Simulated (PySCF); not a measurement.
# F5Fe ([FeF5]3-): the cost of one run

Programs: PySCF 2.14.0, with routines of our own; each step states its level. All values are computed. Atoms count from 0.

### Step 1. The starting structure

6 atoms, charge -3, states of the metal's open shell are computed; geometry from: model geometry, bond lengths from ionic radii.

### Step 2. Ligand-field states: state-averaged CASSCF in water

What the job is given:

```
{"job": {"kind": "lf", "basis": {"metal": "x2c-TZVPall", "ligand": "x2c-SVPall"}, "nevpt": true, "solvent": "water"}, "charge": -3, "metal": "Fe", "open_shell": "d6"}
Fe     0.000000     0.000000     0.000000
F      0.000000     0.000000     2.020000
F      1.989312     0.000000    -0.350769
F     -1.989312     0.000000    -0.350769
F      0.000000     1.989312    -0.350769
F     -0.000000    -1.989312    -0.350769
```

Level: state-averaged CASSCF of the metal d shell, SC-NEVPT2 on the averaged canonical orbitals, state-interaction spin-orbit coupling.

Started as:

```bash
OMP_NUM_THREADS=1 python lf_run.py task.json out
```

The driver reads the jobs from task.json and runs them one after another.

**Question.** How long does this first job take on 1 thread of Arm Neoverse V1, shared host, and how much memory does it need?

About 10 s, with a peak of 0.3 GiB.
